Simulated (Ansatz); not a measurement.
**F2GeH2N radical: small, medium and large basis sets**

How large a basis does F2GeH2N radical need? Two functionals are run in growing sets.

The runs use Ansatz 0.2.0, Gaussian basis; one geometry, several basis sets.

The runs, in order: PBE0-D4/def2-SVP; ωB97M-V/def2-SVP; PBE0-D4/def2-QZVPP; ωB97M-V/def2-QZVPP; the functionals' def2-TZVPP values are taken from earlier runs.

## (1) The relaxed structure

An earlier PBE0-D4 in a triple-zeta def2 set relaxation fixed the geometry.

6 atoms, charge 0, spin multiplicity 2.

Atoms are counted from 1 here; the program's logs count them from 0.

Bond lengths: N1–Ge2 1.835 Å, N1–H5 1.013 Å, N1–H6 1.013 Å, Ge2–F3 1.736 Å, Ge2–F4 1.736 Å. Angles: Ge2–N1–H5 113.8°, Ge2–N1–H6 113.8°, H5–N1–H6 109.2°, N1–Ge2–F3 105.1°, N1–Ge2–F4 105.2°, F3–Ge2–F4 106.0°.

## (2) PBE0-D4 in def2-SVP

Contents of in.yaml:

```yaml
crystal:
  periodic: [false, false, false]
  atoms:
    - {symbol: N, position_ang: [-0.209985, 0.851698, -0.337917]}
    - {symbol: Ge, position_ang: [-0.063257, -0.777365, 0.494768]}
    - {symbol: F, position_ang: [1.530789, -0.792603, 1.183102]}
    - {symbol: F, position_ang: [-0.040374, -1.943935, -0.791149]}
    - {symbol: H, position_ang: [-0.118840, 1.641565, 0.290269]}
    - {symbol: H, position_ang: [-1.056333, 0.956640, -0.885170]}
basis:
  gaussian: {orbitals: def2-SVP}
magnetization: {spin_polarized: true, initial_magnetization: 1}
hamiltonian: {xc: pbe0, dispersion: d4}
output: {orbitals: {seedname: orbitals}}
```

Further steps of the session: ωB97M-V in def2-SVP; PBE0-D4 in def2-QZVPP; ωB97M-V in def2-QZVPP.

Before running them: what should the planned runs give, taken together? Wanted: PBE0-D4: double and triple zeta above quadruple; ωB97M-V: double and triple zeta above quadruple.

The runs gave:

| quantity | value |
| --- | --- |
| PBE0-D4: double and triple zeta above quadruple | 17.69, 1.65 eV |
| ωB97M-V: double and triple zeta above quadruple | 17.80, 1.59 eV |

In words: For PBE0-D4 the step from double to triple zeta gains 16.04 eV and the next only 1.65 eV. These are total energies; as a rule much of such shifts cancels in differences, which this series doesn't test.
